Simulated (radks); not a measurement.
# Hg²⁺ in [Kr] 4d10 4f14 5s2 5p5.5 5d10 6s0.5: an all-electron calculation

Aim: the levels, the sizes of the orbitals and the parts of the energy of the mercury ion Hg2+.

The numbers are computed with radks (a radial shooting solver on a logarithmic mesh, Libxc functionals) version 1 (Dirac Kohn-Sham, BLYP, spin-unpolarised, spherical densities, point nucleus; open shells fill j = l - 1/2 first), except any that are marked as measured or tabulated.

### Step 1. The atom as given

| Quantity | Value |
| --- | --- |
| element | mercury (Z = 80) |
| charge | +2 |
| electrons | 78 |
| configuration | [Kr] 4d10 4f14 5s2 5p5.5 5d10 6s0.5 |

### Step 2. The run

Input:

```text
Z 80
configuration [Kr] 4d10 4f14 5s2 5p5.5 5d10 6s0.5
relativity Dirac
functional b88,lyp
spin unpolarised
j_filling energy
nucleus point
c 137.035999084
```

Run with:

```console
$ python run_ks.py task.json out
```

All runs below come from this command, one after another.

What does the calculation give?

As calculated:

| quantity | value |
| --- | --- |
| total energy | -19661.0406 hartree |
| exchange-correlation share of it | 1.90 % |
| −T/E | 1.1543 |
| highest occupied level | 6s1/2, -24.284 eV |
| most extended occupied level | 6s1/2, <r> = 2.35 bohr |
| radius at density 0.001 e/bohr³ | 3.58 bohr |
| maxima of the radial density | 4 |

**Reading.** The radial density shows 4 maxima for 6 occupied principal shells; where shells overlap, one shows as a shoulder or not at all. −T/E is 1.154: with relativity the kinetic term as defined here no longer equals −E. This is not the tabulated ground configuration, so its levels and sizes aren't those of the ground state, and no measured value stands beside it.
